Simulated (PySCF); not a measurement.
# As2 with other numerical set-ups

The method stays; parts of the set-up, such as the basis or the Hamiltonian, are changed.

Computed with PySCF 2.14.0. Level: each script names its method and basis.

3 further runs of the same task are left out: 3 that didn't finish.

### Step 1. Starting geometry

As2: 2 atoms, charge 0, spin multiplicity 1.

Bond lengths: As1–As2 2.350 Å.

### Step 2. The base run

input.py

```python
from pyscf import gto, dft, tdscf

mol = gto.M(
    atom='As 0 0 0; As 0 0 2.35',
    basis='sbkjc',
    ecp={'As': 'sbkjc'},
    charge=0,
    spin=0,
    verbose=4,
)
mf = dft.RKS(mol, xc='pbe0')
mf.kernel()
td = tdscf.TDDFT(mf)
td.nstates = 4
td.kernel()
td.analyze(verbose=3)
mf.dip_moment()
print('orbital energies (hartree):', mf.mo_energy[..., max(0, mol.nelec[1]-3):mol.nelec[0]+3].round(4))
```

Started as:

```console
$ OMP_NUM_THREADS=1 python input.py
```

Its log is not repeated here.

Base result: E(SCF) = -12.418797 Eh, 6 cycles, μ = 0.00 D, excitations 2.02, 2.53, 2.53, 3.15 eV.

The bond length is a typed value, not an optimised one.

### Step 3. Pcseg-1 (core potential off)

Edit 1 changes basis set: sbkjc → pcseg-1; core potential: on → off. The core potential changes with it: totals don't compare.

Changes to input.py since step 2:

```diff
@@ -4,4 +4,3 @@
     atom='As 0 0 0; As 0 0 2.35',
-    basis='sbkjc',
-    ecp={'As': 'sbkjc'},
+    basis='pcseg-1',
     charge=0,
@@ -15,3 +14,3 @@
 td.kernel()
-td.analyze(verbose=3)
+td.analyze()
 mf.dip_moment()
```

Started as:

```console
$ OMP_NUM_THREADS=1 python input.py
```

The program printed:

```text
PySCF version 2.14.0

[INPUT] verbose = 4
[INPUT] num. atoms = 2
[INPUT] num. electrons = 66
[INPUT] charge = 0
[INPUT] spin (= nelec alpha-beta = 2S) = 0
[INPUT] symmetry False subgroup None
[INPUT] Mole.unit = angstrom
[INPUT] Symbol           X                Y                Z      unit          X                Y                Z       unit  Magmom
[INPUT]  1 As     0.000000000000   0.000000000000   0.000000000000 AA    0.000000000000   0.000000000000   0.000000000000 Bohr   0.0
[INPUT]  2 As     0.000000000000   0.000000000000   2.350000000000 AA    0.000000000000   0.000000000000   4.440856392728 Bohr   0.0

nuclear repulsion = 245.222971358247
number of shells = 6
number of NR pGTOs = 164
number of NR cGTOs = 54
basis = pcseg-1
ecp = {}

******** <class 'pyscf.dft.rks.RKS'> ********
method = RKS
initial guess = minao
damping factor = 0
level_shift factor = 0
DIIS = <class 'pyscf.scf.diis.CDIIS'>
diis_start_cycle = 1
diis_space = 8
diis_damp = 0
SCF conv_tol = 1e-09
SCF conv_tol_grad = None
SCF max_cycles = 50
direct_scf = True
direct_scf_tol = 1e-13
XC library pyscf.dft.libxc version 7.0.0
    S. Lehtola, C. Steigemann, M. J.T. Oliveira, and M. A.L. Marques.,  SoftwareX 7, 1–5 (2018)
XC functionals = pbe0
    C. Adamo and V. Barone.,  J. Chem. Phys. 110, 6158 (1999)
    M. Ernzerhof and G. E. Scuseria.,  J. Chem. Phys. 110, 5029 (1999)
radial grids:
    Treutler-Ahlrichs [JCP 102, 346 (1995); DOI:10.1063/1.469408] (M4) radial grids

becke partition: Becke, JCP 88, 2547 (1988); DOI:10.1063/1.454033
pruning grids: <function nwchem_prune>
grids dens level: 3
symmetrized grids: False
atomic radii adjust function: <function treutler_atomic_radii_adjust>
small_rho_cutoff = 0
Set gradient conv threshold to 3.16228e-05
Initial guess from minao.
tot grids = 40848
init E= -4469.04212987571
  HOMO = -0.263573142290482  LUMO = -0.157407840920391  gap/eV = 2.88890
cycle= 1 E= -4470.68094873393  delta_E= -1.64  |g|= 0.0737  |ddm|= 1.86
  HOMO = -0.251773161385264  LUMO = -0.116646993942682  gap/eV = 3.67697
cycle= 2 E= -4470.6821079043  delta_E= -0.00116  |g|= 0.0385  |ddm|=  0.2
  HOMO = -0.258061739766379  LUMO = -0.119691048232231  gap/eV = 3.76526
cycle= 3 E= -4470.68273984807  delta_E= -0.000632  |g|= 0.00645  |ddm|= 0.0585
  HOMO = -0.256918433647825  LUMO = -0.118867260953494  gap/eV = 3.75656
cycle= 4 E= -4470.68275538127  delta_E= -1.55e-05  |g|= 0.000765  |ddm|= 0.012
  HOMO = -0.257101409404019  LUMO = -0.119042192394626  gap/eV = 3.75678
cycle= 5 E= -4470.68275554811  delta_E= -1.67e-07  |g|= 8.14e-05  |ddm|= 0.00194
  HOMO = -0.257072470511652  LUMO = -0.119010448017281  gap/eV = 3.75686
cycle= 6 E= -4470.68275555052  delta_E= -2.41e-09  |g|= 2.89e-06  |ddm|= 0.000232
  HOMO = -0.257073109626428  LUMO = -0.119011054410778  gap/eV = 3.75686
cycle= 7 E= -4470.68275555052  delta_E= -2.73e-12  |g|= 5.28e-08  |ddm|= 5.95e-06
  HOMO = -0.257073104076182  LUMO = -0.119011044985636  gap/eV = 3.75686
Extra cycle  E= -4470.68275555051  delta_E= 6.37e-12  |g|= 1.6e-08  |ddm|= 2.79e-07
converged SCF energy = -4470.68275555051

******** <class 'pyscf.tdscf.rks.TDDFT'> for <class 'pyscf.dft.rks.RKS'> ********
nstates = 4 singlet
deg_eia_thresh = 1.000e-03
wfnsym = None
conv_tol = 1e-05
eigh lindep = 1e-12
eigh level_shift = 0
eigh max_cycle = 100

Excitation energies (eV)
[1.97068653 2.42729543 2.42729964 3.17897674]

** Singlet excitation energies and oscillator strengths **
Excited State   1:      1.97069 eV    629.14 nm  f=0.0000
      32 -> 34       -0.49322
      33 -> 35        0.49322
Excited State   2:      2.42730 eV    510.79 nm  f=0.0000
      32 -> 34        0.21486
      32 -> 35       -0.45143
      33 -> 34        0.45143
      33 -> 35        0.21486
Excited State   3:      2.42730 eV    510.79 nm  f=0.0000
      32 -> 34       -0.45143
      32 -> 35       -0.21486
      33 -> 34        0.21486
      33 -> 35       -0.45143
Excited State   4:      3.17898 eV    390.01 nm  f=0.0000
      31 -> 34        0.30540
      31 -> 35       -0.63825

** Transition electric dipole moments (AU) **
state          X           Y           Z        Dip. S.      Osc.
  1         0.0000     -0.0000     -0.0000      0.0000      0.0000
  2         0.0000     -0.0000     -0.0000      0.0000      0.0000
  3         0.0000      0.0000     -0.0000      0.0000      0.0000
  4        -0.0000      0.0000      0.0000      0.0000      0.0000

** Transition velocity dipole moments (imaginary part, AU) **
state          X           Y           Z        Dip. S.      Osc.
  1         0.0000     -0.0000     -0.0000      0.0000      0.0000
  2         0.0000     -0.0000     -0.0000      0.0000      0.0000
  3         0.0000     -0.0000     -0.0000      0.0000      0.0000
  4        -0.0000      0.0000      0.0000      0.0000      0.0000

** Transition magnetic dipole moments (imaginary part, AU) **
state          X           Y           Z
  1        -0.0000     -0.0000     -0.0000
  2        -0.0000      0.0000      0.0000
  3        -0.0000      0.0000      0.0000
  4         1.8692      0.6248     -0.0000
Dipole moment(X, Y, Z, Debye):  0.00000, -0.00000,  0.00000
orbital energies (hartree): [-0.2891 -0.2571 -0.2571 -0.119  -0.119   0.0082]
```

Run time: 32 s. Hardware: 1 thread of Arm Neoverse V1, shared host; peak memory 0.3 GiB.

Outcome: E(SCF) = -4470.682756 Eh, 7 cycles, μ = 0.00 D, excitations 1.97, 2.43, 2.43, 3.18 eV.

### Step 4. Density fitting def2-universal-jkfit

Edit 2 changes density fitting: none → def2-universal-jkfit.

Changes to input.py since step 2:

```diff
@@ -11,2 +11,3 @@
 mf = dft.RKS(mol, xc='pbe0')
+mf = mf.density_fit(auxbasis='def2-universal-jkfit')
 mf.kernel()
```

Started as:

```console
$ OMP_NUM_THREADS=1 python input.py
```

The program printed (excerpt; [...] marks lines left out):

```text
[lines on the frontier levels of each cycle are left out]
[... 4 set-up lines left out, the same as in an earlier log ...]
[INPUT] num. electrons = 10
[... 8 set-up lines left out, the same as in an earlier log ...]
nuclear repulsion = 5.62954479702128
number of shells = 8
number of NR pGTOs = 40
number of NR cGTOs = 16
basis = sbkjc
ecp = {'As': 'sbkjc'}
[... 1 set-up line left out, the same as in an earlier log ...]
******** <class 'pyscf.df.df_jk.DFRKS'> ********
method = DFRKS
[... 10 set-up lines left out, the same as in an earlier log ...]
direct_scf = False
[... 17 set-up lines left out, the same as in an earlier log ...]
******** <class 'pyscf.df.df.DF'> ********
auxbasis = def2-universal-jkfit
init E= -11.9708543442334
cycle= 1 E= -12.4039759852245  delta_E= -0.433  |g|= 0.147  |ddm|= 2.28
cycle= 2 E= -12.4176909325223  delta_E= -0.0137  |g|= 0.0441  |ddm|= 0.583
cycle= 3 E= -12.4188910927255  delta_E= -0.0012  |g|= 0.00109  |ddm|= 0.126
cycle= 4 E= -12.4188916964861  delta_E= -6.04e-07  |g|= 0.000104  |ddm|= 0.00278
cycle= 5 E= -12.418891704005  delta_E= -7.52e-09  |g|= 5.27e-06  |ddm|= 0.000303
cycle= 6 E= -12.4188917040312  delta_E= -2.62e-11  |g|= 1.23e-07  |ddm|= 2.65e-05
Extra cycle  E= -12.4188917040311  delta_E= 2.13e-14  |g|= 3.22e-08  |ddm|= 5.03e-07
converged SCF energy = -12.4188917040311

******** <class 'pyscf.tdscf.rks.TDDFT'> for <class 'pyscf.df.df_jk.DFRKS'> ********
nstates = 4 singlet
deg_eia_thresh = 1.000e-03
wfnsym = None
conv_tol = 1e-05
eigh lindep = 1e-12
eigh level_shift = 0
eigh max_cycle = 100

Excitation energies (eV)
[2.02264609 2.5339404  2.53394053 3.15144635]

** Singlet excitation energies and oscillator strengths **
Excited State   1:      2.02265 eV    612.98 nm  f=0.0000
Excited State   2:      2.53394 eV    489.29 nm  f=0.0000
Excited State   3:      2.53394 eV    489.29 nm  f=0.0000
Excited State   4:      3.15145 eV    393.42 nm  f=0.0000
Dipole moment(X, Y, Z, Debye):  0.00000,  0.00000,  0.00000
orbital energies (hartree): [-0.2924 -0.2649 -0.2649 -0.1258 -0.1258 -0.0113]
```

Wall time 1.8 s (1 thread of Arm Neoverse V1, shared host).

Result: E(SCF) = -12.418892 Eh (-0.0026 eV from the base), 6 cycles, μ = 0.00 D, excitations 2.02, 2.53, 2.53, 3.15 eV.

### Step 5. Cartesian functions on

Edit 3 changes Cartesian functions: off → on.

Changes to input.py since step 2:

```diff
@@ -8,2 +8,3 @@
     spin=0,
+    cart=True,
     verbose=4,
```

Started as:

```console
$ OMP_NUM_THREADS=1 python input.py
```

The program printed (excerpt; [...] marks lines left out):

```text
[lines on the frontier levels of each cycle are left out]
[... 9 set-up lines left out, the same as in an earlier log ...]
[INPUT] Cartesian GTO integrals (6d 10f)
[... 42 set-up lines left out, the same as in an earlier log ...]
init E= -11.9708557988185
cycle= 1 E= -12.4036941015768  delta_E= -0.433  |g|= 0.148  |ddm|= 2.28
cycle= 2 E= -12.4175667414011  delta_E= -0.0139  |g|= 0.0446  |ddm|= 0.587
cycle= 3 E= -12.4187967374636  delta_E= -0.00123  |g|= 0.0011  |ddm|= 0.128
cycle= 4 E= -12.4187973589978  delta_E= -6.22e-07  |g|= 0.000104  |ddm|= 0.00283
cycle= 5 E= -12.4187973665533  delta_E= -7.56e-09  |g|= 5.4e-06  |ddm|= 0.000304
cycle= 6 E= -12.4187973665807  delta_E= -2.74e-11  |g|= 1.22e-07  |ddm|= 2.71e-05
Extra cycle  E= -12.4187973665807  delta_E= -2.49e-14  |g|= 3.22e-08  |ddm|= 5.02e-07
converged SCF energy = -12.4187973665807

******** <class 'pyscf.tdscf.rks.TDDFT'> for <class 'pyscf.dft.rks.RKS'> ********
nstates = 4 singlet
deg_eia_thresh = 1.000e-03
wfnsym = None
conv_tol = 1e-05
eigh lindep = 1e-12
eigh level_shift = 0
eigh max_cycle = 100

Excitation energies (eV)
[2.02171502 2.53334864 2.53334877 3.15111507]

** Singlet excitation energies and oscillator strengths **
Excited State   1:      2.02172 eV    613.26 nm  f=0.0000
Excited State   2:      2.53335 eV    489.41 nm  f=0.0000
Excited State   3:      2.53335 eV    489.41 nm  f=0.0000
Excited State   4:      3.15112 eV    393.46 nm  f=0.0000
Dipole moment(X, Y, Z, Debye):  0.00000,  0.00000, -0.00000
orbital energies (hartree): [-0.2922 -0.2648 -0.2648 -0.1257 -0.1257 -0.0109]
```

Wall time 2 s (1 thread of Arm Neoverse V1, shared host).

Outcome: E(SCF) = -12.418797 Eh (no change), 6 cycles, μ = 0.00 D, excitations 2.02, 2.53, 2.53, 3.15 eV.

### Step 6. All runs together

| run | E(SCF) (hartree) | from base (eV) | cycles | gap (eV) | functions | after the SCF |
| --- | --- | --- | --- | --- | --- | --- |
| base | -12.418797 | 0 | 6 | 3.79 | 16 | lowest root found 2.02 eV |
| pcseg-1 (core potential off) | -4470.682756 | not comparable | 7 | 3.76 | 54 | lowest root found 1.97 eV |
| density fitting def2-universal-jkfit | -12.418892 | -0.0026 | 6 | 3.79 | 16 | lowest root found 2.02 eV |
| Cartesian functions on | -12.418797 | 0.0000 | 6 | 3.79 | 16 | lowest root found 2.02 eV |

Wall time on 1 thread of Arm Neoverse V1, shared host, start-up included: base 1.8 s; pcseg-1 (core potential off) 32 s; density fitting def2-universal-jkfit 1.8 s; Cartesian functions on 2 s.

In words: The SCF energy stays the same, to the digits that matter, with Cartesian functions on. The basis has no d shells, so the Cartesian switch can't act. The dearest run is “pcseg-1 (core potential off)”, at 32 s against 1.8 s.
